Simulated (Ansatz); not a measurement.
**Si₂Ge₄H₁₄: up Jacob's ladder to CCSD(T)**

An exercise on one series of results from a longer session: the logs are not shown, and one member is left open.

Method: functionals in def2-TZVPP, the program's frozen cores in correlated methods; program: Ansatz 0.2.0, Gaussian basis.

The runs, in order: LDA (SPW92), PBE-D4, revPBE-D4, BLYP-D4, r2SCAN-D4, B97M-V, PBE0-D4, B3LYP-D4, r2SCANh-D4, r2SCAN0-D4, HSE06-D4, BHLYP-D4, CAM-B3LYP-D4, LC-ωPBE, ωB97X-V, ωB97M-V, B2PLYP, PBE-QIDH; CCSD(T)/def2-SVP; MP2/def2-TZVPP; MP2/def2-QZVPP; RPA on PBE.

1 further run of the same task is left out (it didn't finish).

## The relaxed structure

All runs share one geometry, relaxed beforehand with PBE0-D4 in a triple-zeta def2 set.

SMILES `[GeH3][SiH2][SiH2][GeH2][GeH2][GeH3]`, 20 atoms, charge 0, spin multiplicity 1.

Atoms are counted from 1 here; the program's logs count them from 0.

Bond lengths: Ge1–Si2 2.381 Å, Ge1–H7 1.538 Å, Ge1–H8 1.537 Å, Ge1–H9 1.538 Å, Si2–Si3 2.334 Å, Si2–H10 1.489 Å, Si2–H11 1.489 Å, Si3–Ge4 2.381 Å, Si3–H12 1.490 Å, Si3–H13 1.489 Å, Ge4–Ge5 2.430 Å, Ge4–H14 1.541 Å, Ge4–H15 1.540 Å, Ge5–Ge6 2.424 Å, Ge5–H16 1.541 Å, Ge5–H17 1.541 Å, Ge6–H18 1.537 Å, Ge6–H19 1.537 Å and more. Angles: Si2–Ge1–H7 109.8°, Si2–Ge1–H8 111.6°, Si2–Ge1–H9 110.2°, H7–Ge1–H8 108.7°, H7–Ge1–H9 108.0°, H8–Ge1–H9 108.4°, Ge1–Si2–Si3 109.2°, Ge1–Si2–H10 109.5°, Ge1–Si2–H11 109.6°, Si3–Si2–H10 108.6°, Si3–Si2–H11 111.7°, H10–Si2–H11 108.3°, Si2–Si3–Ge4 108.5°, Si2–Si3–H12 110.0°, Si2–Si3–H13 110.7°, Ge4–Si3–H12 110.3°, Ge4–Si3–H13 108.8°, H12–Si3–H13 108.5° and more.

Coordinates:

```tsv
atom	x (Å)	y (Å)	z (Å)
Ge1	-1.8007	-0.8651	1.8225
Si2	-1.4520	-1.6112	-0.4113
Si3	0.7812	-2.2381	-0.6725
Ge4	2.1601	-0.3828	-0.1033
Ge5	1.3901	1.6249	-1.2342
Ge6	-0.3864	2.7557	-0.0331
H7	-1.7035	-2.0564	2.7912
H8	-3.1792	-0.2053	1.9910
H9	-0.7208	0.1573	2.2168
H10	-1.7471	-0.4997	-1.3577
H11	-2.3780	-2.7383	-0.7114
H12	1.0910	-3.4000	0.2068
H13	1.0585	-2.6269	-2.0834
H14	3.6241	-0.6617	-0.4956
H15	2.1195	-0.1427	1.4175
H16	0.9009	1.2566	-2.6482
H17	2.5678	2.6065	-1.3921
H18	0.0405	3.0032	1.4225
H19	-1.6727	1.9142	-0.0300
H20	-0.6934	4.1098	-0.6954
```

The first run:

Contents of in.yaml:

```yaml
crystal:
  periodic: [false, false, false]
  atoms:
    - {symbol: Ge, position_ang: [-1.800711, -0.865114, 1.822524]}
    - {symbol: Si, position_ang: [-1.451998, -1.611210, -0.411256]}
    - {symbol: Si, position_ang: [0.781246, -2.238123, -0.672494]}
    - {symbol: Ge, position_ang: [2.160104, -0.382843, -0.103298]}
    - {symbol: Ge, position_ang: [1.390119, 1.624887, -1.234217]}
    - {symbol: Ge, position_ang: [-0.386414, 2.755749, -0.033146]}
    - {symbol: H, position_ang: [-1.703463, -2.056364, 2.791165]}
    - {symbol: H, position_ang: [-3.179184, -0.205333, 1.991024]}
    - {symbol: H, position_ang: [-0.720776, 0.157265, 2.216762]}
    - {symbol: H, position_ang: [-1.747086, -0.499655, -1.357675]}
    - {symbol: H, position_ang: [-2.378029, -2.738329, -0.711448]}
    - {symbol: H, position_ang: [1.090965, -3.399966, 0.206763]}
    - {symbol: H, position_ang: [1.058501, -2.626944, -2.083364]}
    - {symbol: H, position_ang: [3.624109, -0.661683, -0.495589]}
    - {symbol: H, position_ang: [2.119472, -0.142661, 1.417501]}
    - {symbol: H, position_ang: [0.900908, 1.256568, -2.648182]}
    - {symbol: H, position_ang: [2.567837, 2.606462, -1.392120]}
    - {symbol: H, position_ang: [0.040517, 3.003242, 1.422488]}
    - {symbol: H, position_ang: [-1.672708, 1.914241, -0.030016]}
    - {symbol: H, position_ang: [-0.693419, 4.109812, -0.695421]}
basis:
  gaussian: {orbitals: def2-TZVPP}
hamiltonian: {xc: lda}
output: {orbitals: {seedname: orbitals}}
```

Among the steps run: LDA; PBE-D4 (GGA); revPBE-D4 (GGA); BLYP-D4 (GGA); r2SCAN-D4 (meta-GGA); B97M-V (meta-GGA); PBE0-D4 (hybrid); B3LYP-D4 (hybrid); r2SCANh-D4 (hybrid); r2SCAN0-D4 (hybrid); HSE06-D4 (hybrid); BHLYP-D4 (hybrid); CAM-B3LYP-D4 (range-separated); LC-ωPBE (range-separated); ωB97X-V (range-separated); ωB97M-V (range-separated); B2PLYP (double hybrid); PBE-QIDH (double hybrid).

One table of the session follows, with a row left open; its other results are not shown here.

It belongs to the step «Frontier levels by functional». 

```
  functional  HOMO (eV)  gap (eV)
 LDA (SPW92)      -6.80      5.29
      PBE-D4      -6.68      5.37
   revPBE-D4      -6.63      5.41
     BLYP-D4      -6.51      5.32
   r2SCAN-D4      -6.94      5.83
      B97M-V      -7.05      5.76
     PBE0-D4      -7.67      7.15
    B3LYP-D4      -7.46      6.75
  r2SCANh-D4      -7.30      6.46
  r2SCAN0-D4      -7.84      7.41
    HSE06-D4      -7.29      6.40
    BHLYP-D4          ?         ?
CAM-B3LYP-D4      -8.82      9.30
     LC-ωPBE     -10.08     11.60
     ωB97X-V      -9.78     11.20
     ωB97M-V      -9.59     10.73
```

Q: Estimate the row for BHLYP-D4 from the others.

Worked estimate for «HOMO (eV)». Against the share of exact exchange, BLYP-D4 (0, -6.51), B3LYP-D4 (0.2, -7.46) give a slope of -4.75 per unit share; at 0.5 the line stands at -8.88.

**Answer.** HOMO (eV): -8.52; gap (eV): 8.89. In «HOMO (eV)» the line misses by -0.36.
